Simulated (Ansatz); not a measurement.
# SiW: pressure up to the limit of the methods

The task here is to estimate one member of a computed series from the others.

Computed with Ansatz 0.2.0 (DFT, PBE, PAW with Ansatz's default frozen-core files, scalar-relativistic, unless a step's input says otherwise).

1 further run of the same task is left out (it didn't finish). Runs told in other sessions of the task aren't counted.

## The structure to begin with

Symmetry: F-43m, No. 216, cubic system. Conventional cell: a = 5.859 Å, b = 5.859 Å, c = 5.859 Å, α = 90.00°, β = 90.00°, γ = 90.00°. W (site symmetry -43m) is surrounded by 4 Si at 2.54 Å. Around Si (site symmetry -43m) lie 4 W at 2.54 Å.

Coordinates:

```
CELL_PARAMETERS angstrom
0.00000 2.92940 2.92940
2.92940 0.00000 2.92940
2.92940 2.92940 0.00000
ATOMIC_POSITIONS crystal
W 0.00000 0.00000 0.00000
Si 0.25000 0.25000 0.25000
```

Whether this phase is the stable one at these pressures isn't tested.

Atoms are numbered in the order of the input: W1, Si2.

Set-up of the first run:

File input.yaml:

```yaml
crystal:
  lattice:
    - [0.0, 2.9294002053, 2.9294002053]
    - [2.9294002053, 0.0, 2.9294002053]
    - [2.9294002053, 2.9294002053, 0.0]
  atoms:
    - { symbol: W, position: [0.0, 0.0, 0.0] }
    - { symbol: Si, position: [0.25, 0.25, 0.25] }
kpoints:
  mp_grid: { grid: [11, 11, 11] }
scf:
  occupations: { method: fermi_dirac, width: 0.08 }
hamiltonian:
  xc: pbe
  pseudopotentials: { kind: paw }
output:
  forces: true
  stress: true
  write_density: true
  write_potential: true
  elf: true
  volumetric_format: npy
relax:
  f_tol: 0.005
  max_steps: 40
  cell: {}
```

Started as:

```console
ansatz run input.yaml --threads 1 --pin off --max-ram 2048MiB --backend cpu --events-out ev --progress --plain --runs-dir out
```

Steps of the session up to this table: Cell relaxed at zero pressure, PAW; Volume scaled by 1, PAW; Volume scaled by 1, PAW (cutoff 300 eV); Volume scaled by 0.9, PAW; Volume scaled by 0.8, PAW; Volume scaled by 0.7, PAW; Volume scaled by 0.6, PAW; Volume scaled by 0.6, PAW (cutoff 250 eV); Volume scaled by 0.5, PAW; Volume scaled by 0.4, PAW; Volume scaled by 0.4, PAW (cutoff 300 eV).

One table of the session follows, with a row left open; its other results are not shown here.

```
             method  volume over the first  volume (Å³/atom)  pressure (GPa)
                PAW                      1            21.767           -0.02
                PAW                    0.9            19.591           14.33
                PAW                    0.8            17.414           38.07
                PAW                    0.7            15.237           78.08
                PAW                    0.6            13.060          147.45
                PAW                    0.5                 ?               ?
                PAW                    0.4             8.707          533.65
PAW (cutoff 250 eV)                    0.6            13.060          148.08
PAW (cutoff 300 eV)                      1            21.767            0.12
PAW (cutoff 300 eV)                    0.4             8.707          534.31
```

Q: Estimate the row for PAW, 0.5 from the others.

**Answer.** volume (Å³/atom): 10.884; pressure (GPa): 273.21. In the column «volume (Å³/atom)» it lies between PAW (cutoff 300 eV), 0.4 (8.707) and PAW, 0.6 (13.060).

Limits of these values: At pressures up to 534 GPa the PAW spheres may overlap and frozen cores may not hold, so those PAW values are rough without an all-electron check. Warnings in the runs' records: cutoff below recommended.
